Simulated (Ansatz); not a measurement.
# GaH5InNO: one species, many methods

An exercise on one series of results from a longer session: the logs are not shown, and one member is left open.

Program: Ansatz 0.2.0, Gaussian basis. Level of theory: functionals in def2-TZVPP, the program's frozen cores in correlated methods. These are calculated values, not measurements.

The runs, in order: LDA (SPW92), PBE-D4, revPBE-D4, BLYP-D4, r2SCAN-D4, B97M-V, PBE0-D4, B3LYP-D4, r2SCANh-D4, r2SCAN0-D4, HSE06-D4, BHLYP-D4, CAM-B3LYP-D4, LC-ωPBE, ωB97X-V, ωB97M-V, B2PLYP, PBE-QIDH; CCSD(T)/def2-SVP; CCSD(T)/def2-TZVPP; MP2/def2-QZVPP; extrapolation to the limit; RPA on PBE.

### The geometry

All runs share one geometry, relaxed beforehand with PBE0-D4 in a triple-zeta def2 set. In takes the def2 core potential; no spin-orbit term is included.

SMILES `[OH][GaH][NH][InH2]`, 9 atoms, charge 0, spin multiplicity 1.

Atoms are counted from 1 here; the program's logs count them from 0.

Bond lengths: O1–Ga2 1.793 Å, O1–H5 0.959 Å, Ga2–N3 1.818 Å, Ga2–H6 1.557 Å, N3–In4 2.029 Å, N3–H7 1.012 Å, In4–H8 1.714 Å, In4–H9 1.713 Å. Angles: Ga2–O1–H5 113.9°, O1–Ga2–N3 114.0°, O1–Ga2–H6 121.6°, N3–Ga2–H6 124.4°, Ga2–N3–In4 129.8°, Ga2–N3–H7 114.1°, In4–N3–H7 116.1°, N3–In4–H8 115.8°, N3–In4–H9 114.3°, H8–In4–H9 129.9°.

Set-up of the first run:

Input file in.yaml:

```yaml
crystal:
  periodic: [false, false, false]
  atoms:
    - {symbol: O, position_ang: [-0.277735, 1.447191, -2.341301]}
    - {symbol: Ga, position_ang: [-0.196149, 1.106657, -0.582405]}
    - {symbol: N, position_ang: [0.104067, -0.641236, -0.182026]}
    - {symbol: In, position_ang: [0.285456, -1.547588, 1.624344]}
    - {symbol: H, position_ang: [-0.435887, 2.368877, -2.552002]}
    - {symbol: H, position_ang: [-0.371644, 2.234155, 0.477057]}
    - {symbol: H, position_ang: [0.194003, -1.241402, -0.992035]}
    - {symbol: H, position_ang: [0.572018, -3.236788, 1.585713]}
    - {symbol: H, position_ang: [0.125881, -0.489875, 2.962656]}
basis:
  gaussian: {orbitals: def2-TZVPP}
hamiltonian: {xc: lda}
output: {orbitals: {seedname: orbitals}}
```

Launch:

```sh
> ansatz run in.yaml --threads 4 --pin off --events-out ev --progress --plain --max-ram 10444MiB
```

Among the steps run: LDA; PBE-D4 (GGA); revPBE-D4 (GGA); BLYP-D4 (GGA); r2SCAN-D4 (meta-GGA); B97M-V (meta-GGA); B3LYP-D4 (hybrid); r2SCANh-D4 (hybrid); r2SCAN0-D4 (hybrid); HSE06-D4 (hybrid); BHLYP-D4 (hybrid); CAM-B3LYP-D4 (range-separated); LC-ωPBE (range-separated); ωB97X-V (range-separated); ωB97M-V (range-separated); B2PLYP (double hybrid); PBE-QIDH (double hybrid).

One of the session's tables, all rows but one given; the rest of the session is left out.

It belongs to the step «Frontier levels by functional». 

```
  functional  HOMO (eV)  LUMO (eV)  gap (eV)
 LDA (SPW92)      -6.33      -2.34      4.00
      PBE-D4      -6.11      -2.08      4.04
   revPBE-D4      -6.03      -1.96      4.06
     BLYP-D4      -5.99      -2.05      3.94
   r2SCAN-D4      -6.35      -1.79      4.56
      B97M-V      -6.41      -2.09      4.33
     PBE0-D4      -7.36      -1.36      5.99
    B3LYP-D4      -7.14      -1.64      5.49
  r2SCANh-D4      -6.83      -1.54      5.28
  r2SCAN0-D4      -7.54      -1.18      6.36
    HSE06-D4      -6.95      -1.71      5.24
    BHLYP-D4      -8.51      -0.74      7.77
CAM-B3LYP-D4      -8.73      -0.59      8.14
     LC-ωPBE     -10.10       0.49     10.59
     ωB97X-V      -9.74       0.37     10.10
     ωB97M-V          ?          ?         ?
```

**Question.** Estimate the row for ωB97M-V.

**Answer.** HOMO (eV): -9.66; LUMO (eV): 0.07; gap (eV): 9.73. In the column «HOMO (eV)» it lies between ωB97X-V (-9.74) and CAM-B3LYP-D4 (-8.73).
